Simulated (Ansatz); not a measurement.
**Zn2CdSe3: one candidate of a structure search**

The task: take a trial cell of Zn2CdSe3 to zero force and stress.

Program: Ansatz 0.2.0. Level of theory: DFT PBE, scalar-relativistic, plane waves, PAW. These are calculated values, not measurements.

**1. Starting point**

It takes space group I-4m2 (No. 119, tetragonal). The conventional cell has a = 4.023 Å, b = 4.023 Å, c = 17.067 Å, α = 90.00°, β = 90.00°, γ = 90.00°. Around Zn (site symmetry 2mm) lie 4 Se at 2.46 Å. Around Cd (site symmetry -4m2) lie 4 Se at 2.46 Å. Around Se (site symmetry 2mm) lie 2 Cd at 2.46 Å and 2 Zn at 2.46 Å. Se (site symmetry -4m2) has 4 Zn at 2.46 Å in its first shell of neighbours.

Structure file:

```
Zn Cd Se
1.0
    -2.01133    2.01133    8.53335
     2.01133   -2.01133    8.53335
     2.01133    2.01133   -8.53335
Zn Cd Se
2 1 3
Direct
  0.66667 0.66667 0.00000
  0.33333 0.33333 0.00000
  0.00000 0.00000 0.00000
  0.58333 0.08333 0.50000
  0.25000 0.75000 0.50000
  0.91667 0.41667 0.50000
```

The start is an ordering of an alloy on its end members' structure types: elements ordered on the sites of the ZnSe type, Zn/Cd on Zn (I-4m2, No. 119).

**2. Probe: one point on a coarse mesh**

input.yaml reads:

```yaml
crystal:
  lattice:
    - [-2.01133013, 2.01133013, 8.53335106]
    - [2.01133013, -2.01133013, 8.53335106]
    - [2.01133013, 2.01133013, -8.53335106]
  atoms:
    - { symbol: Zn, position: [0.66666667, 0.66666667, 0.0] }
    - { symbol: Zn, position: [0.33333333, 0.33333333, 0.0] }
    - { symbol: Cd, position: [0.0, 0.0, 0.0] }
    - { symbol: Se, position: [0.58333333, 0.08333333, 0.5] }
    - { symbol: Se, position: [0.25, 0.75, 0.5] }
    - { symbol: Se, position: [0.91666667, 0.41666667, 0.5] }
basis:
  ecutwfc: 420
kpoints:
  mp_grid: { grid: [6, 6, 6] }
hamiltonian:
  xc: pbe
scf:
  occupations: { method: gaussian, width: 0.1 }
  lower_state_search: "off"
output:
  forces: true
  stress: true
  eigenvalues: true
```

On the command line:

```sh
ansatz run input.yaml --threads 1 --pin off --max-ram 2560MiB --backend cpu --events-out ev --progress --plain --runs-dir out
```

Further runs follow: rough relaxation on the coarse mesh; relaxation on the finer mesh.

Q: Predict the outcome of this session. Wanted: conventional cell; volume; energy over the elements; gap on the mesh.

The runs gave:

| quantity | value |
| --- | --- |
| symmetry at the end (tolerance 0.02 Å) | space group I-4m2 (No. 119) |
| conventional cell | a = 4.145 Å, b = 4.145 Å, c = 17.805 Å, α = 90.00°, β = 90.00°, γ = 90.00° |
| volume | 25.49 Å³/atom |
| energy over the elements | -0.68 eV/atom |
| gap on the mesh | 0.82 eV |

The space group I-4m2 (No. 119) is kept, and the volume per atom grows by 10.8 % from the first guess. It lies below the elements, which doesn't yet make it stable: competing phases were not computed in this session. No finished test with a distortion of lower symmetry is shown, so the end may be a saddle point.
